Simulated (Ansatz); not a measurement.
# GaH6N: the cost of one run

Computed with Ansatz 0.2.0, Gaussian basis. Level: PBE0-D4/def2-SVP.

## 1. Starting geometry

The first end: 8 atoms, charge 0, spin multiplicity 1.

Atoms are counted from 1 here; the program's logs count them from 0.

Bond lengths: Ga1–H2 1.582 Å, Ga1–H3 1.582 Å, Ga1–H4 1.582 Å, Ga1–N6 2.151 Å, H5–N6 1.013 Å, N6–H7 1.013 Å, N6–H8 1.013 Å. Angles: H2–Ga1–H3 118.0°, H2–Ga1–H4 118.0°, H2–Ga1–N6 98.3°, H3–Ga1–H4 118.0°, H3–Ga1–N6 98.3°, H4–Ga1–N6 98.3°, Ga1–N6–H5 110.7°, Ga1–N6–H7 110.7°, Ga1–N6–H8 110.7°, H5–N6–H7 108.2°, H5–N6–H8 108.2°, H7–N6–H8 108.2°.

As a file:

```xyz
8
GaH6N
Ga   -0.76255    0.24655   -0.78865
H    -0.12565   -0.56905   -1.98473
H    -0.59061    1.81875   -0.78885
H    -2.03575   -0.35997   -0.07267
H     1.61684    0.09372    0.44054
N     0.69652   -0.22518    0.72039
H     0.74109   -1.22581    0.87483
H     0.46001    0.22099    1.59904
```

The second end:

| atom | x (Å) | y (Å) | z (Å) |
| --- | --- | --- | --- |
| Ga1 | -0.8972 | 0.3668 | 0.0752 |
| H2 | 0.7954 | -0.4988 | -2.4038 |
| H3 | -0.8509 | 1.8094 | -0.5195 |
| H4 | -1.8872 | -0.7705 | -0.3289 |
| H5 | 1.1928 | -0.6135 | -1.7809 |
| N6 | 0.3038 | -0.0194 | 1.3796 |
| H7 | 0.3612 | -0.9082 | 1.8464 |
| H8 | 0.9819 | 0.6342 | 1.7317 |

## 2. The band at PBE0-D4/def2-SVP

Input file neb/in.yaml:

```yaml
crystal:
  periodic: [false, false, false]
  atoms:
    - {symbol: Ga, position_ang: [-0.762546, 0.246555, -0.788655]}
    - {symbol: H, position_ang: [-0.125650, -0.569045, -1.984729]}
    - {symbol: H, position_ang: [-0.590614, 1.818749, -0.788845]}
    - {symbol: H, position_ang: [-2.035754, -0.359970, -0.072670]}
    - {symbol: H, position_ang: [1.616839, 0.093722, 0.440535]}
    - {symbol: N, position_ang: [0.696522, -0.225185, 0.720387]}
    - {symbol: H, position_ang: [0.741089, -1.225812, 0.874833]}
    - {symbol: H, position_ang: [0.460014, 0.220986, 1.599044]}
basis:
  gaussian: {orbitals: def2-SVP}
hamiltonian: {xc: pbe0, dispersion: d4}
neb:
  images: 5
  climbing: true
  max_iterations: 40
  initial_path: idpp
  final_atoms:
    - {symbol: Ga, position_ang: [-0.897169, 0.366810, 0.075236]}
    - {symbol: H, position_ang: [0.795439, -0.498822, -2.403801]}
    - {symbol: H, position_ang: [-0.850862, 1.809430, -0.519484]}
    - {symbol: H, position_ang: [-1.887238, -0.770489, -0.328918]}
    - {symbol: H, position_ang: [1.192836, -0.613455, -1.780869]}
    - {symbol: N, position_ang: [0.303776, -0.019435, 1.379620]}
    - {symbol: H, position_ang: [0.361195, -0.908220, 1.846369]}
    - {symbol: H, position_ang: [0.981922, 0.634182, 1.731749]}
```

Started as:

```bash
$ ansatz run in.yaml --threads 2 --pin off --events-out ev --progress --plain --max-ram 4352MiB
```

**Question.** How long does this run take on 2 threads of Intel Xeon Platinum 8488C, shared host?

About 1.9 min.
